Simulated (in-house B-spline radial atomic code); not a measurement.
# Tm⁵⁶⁺: excited configurations

How much energy does it take to promote electrons of Tm⁵⁶⁺ to other shells? Each configuration is solved by itself and compared with the reference.

Method: Dirac-Hartree-Fock, average of configuration, Fermi nucleus, basis-set limit. Code: in-house B-spline radial atomic code version 1.

## Step 1: The system

```
element       : thulium (Z = 69)
charge        : +56
electrons     : 13
configuration : [Ne] 3s2 3p1
Hamiltonian   : Dirac-Coulomb
nucleus       : Fermi, rms radius 5.226 fm
```

Outer shells as boxes (Hund's rule):

[Ne] 3s2 3p1
```
[Ne] core
3s [↑↓]
3p [↑ ][  ][  ]
```

The boxes draw the filling by Hund's rule, which heavy ions in jj coupling don't follow; these runs average over all states of the configuration.

The run's settings:

```ini
Z = 69
electrons = 13.0
configuration = [Ne] 3s2 3p1
hamiltonian = dirac
method = hf
spin_polarised = False
nucleus = fermi
rms_radius = 5.2256
mass_number = 169
atomic_mass = 168.934218956
speed_of_light = 137.035999084
```

From the earlier run of the reference: total energy -10127.709507 hartree. Levels, eight at most:

| orbital | occupation | energy (eV) | <r> (bohr) |
| --- | --- | --- | --- |
| 1s1/2 | 2 | -64152.9 | 0.01999 |
| 2s1/2 | 2 | -14368.2 | 0.08292 |
| 2p1/2 | 2 | -13914.4 | 0.06904 |
| 2p3/2 | 4 | -12901.8 | 0.07607 |
| 3s1/2 | 2 | -5800.31 | 0.2009 |
| 3p1/2 | 0.333333 | -5663.71 | 0.1890 |
| 3p3/2 | 0.666667 | -5398.47 | 0.1993 |

## Step 2: Run with [He] 2s2 2p5 3s2 3p1 7f1

The run's settings:

```ini
Z = 69
electrons = 13.0
configuration = [He] 2s2 2p5 3s2 3p1 7f1
hamiltonian = dirac
method = hf
spin_polarised = False
nucleus = fermi
rms_radius = 5.2256
mass_number = 169
atomic_mass = 168.934218956
speed_of_light = 137.035999084
```

## Step 3: Configuration [He] 2s2 2p5 3s2 3p1 5s1

Changes to the settings of step 2:

```diff
@@ -2,3 +2,3 @@
 electrons = 13.0
-configuration = [He] 2s2 2p5 3s2 3p1 7f1
+configuration = [He] 2s2 2p5 3s2 3p1 5s1
 hamiltonian = dirac
```

## Step 4: Run with [Ne] 3s1 3p1 6d1

Changes to the settings of step 3:

```diff
@@ -2,3 +2,3 @@
 electrons = 13.0
-configuration = [He] 2s2 2p5 3s2 3p1 5s1
+configuration = [Ne] 3s1 3p1 6d1
 hamiltonian = dirac
```

## Step 5: Configuration [Ne] 3s1 3p1 6g1

Changes to the settings of step 4:

```diff
@@ -2,3 +2,3 @@
 electrons = 13.0
-configuration = [Ne] 3s1 3p1 6d1
+configuration = [Ne] 3s1 3p1 6g1
 hamiltonian = dirac
```

## Step 6: Run with [He] 2s2 2p5 3s2 3p1 5p1

Changes to the settings of step 5:

```diff
@@ -2,3 +2,3 @@
 electrons = 13.0
-configuration = [Ne] 3s1 3p1 6g1
+configuration = [He] 2s2 2p5 3s2 3p1 5p1
 hamiltonian = dirac
```

Before running: How far above the reference does each configuration lie (order and size, in eV)?

**Answer**, as computed:

| net move | configuration | energy above the reference (eV) | with Breit, QED, recoil (eV) | largest <r> (bohr) |
| --- | --- | --- | --- | --- |
| 3s → 6d | [Ne] 3s1 3p1 6d1 | 4540.98 | 4532.55 | 0.873 |
| 3s → 6g | [Ne] 3s1 3p1 6g1 | 4567.21 | 4558.54 | 0.768 |
| 2p → 5s | [He] 2s2 2p5 3s2 3p1 5s1 | 11275.4 | 11252.4 | 0.594 |
| 2p → 5p | [He] 2s2 2p5 3s2 3p1 5p1 | 11342.5 | 11319.1 | 0.602 |
| 2p → 7f | [He] 2s2 2p5 3s2 3p1 7f1 | 12321.9 | 12297.3 | 1.17 |

Quantum defects of the promoted electron, δ = n − ζ/√(−2ε) with ζ = 57 and ε its orbital energy in hartree:

| promotion | δ |
| --- | --- |
| 3s → 6d | 0.074 |
| 3s → 6g | 0.012 |
| 2p → 5s | 0.249 |
| 2p → 5p | 0.268 |
| 2p → 7f | 0.038 |

What this shows: The energies run from 4540.98 eV (3s → 6d) to 12321.9 eV (2p → 7f). Koopmans' estimate of the ionisation threshold is 5398.47 eV; 3 configurations exceed it by over 2 % and could autoionise. Of those tabulated, the defect is largest for 5p (0.27) and least for 6g (0.01); at this charge much of the defect is relativistic. Two partly filled shells share a symmetry and can mix in the average, which may lower the energy, for: 2p → 5s; 2p → 5p; 2p → 7f. These are averages over configurations, without correlation, not spectroscopic levels.
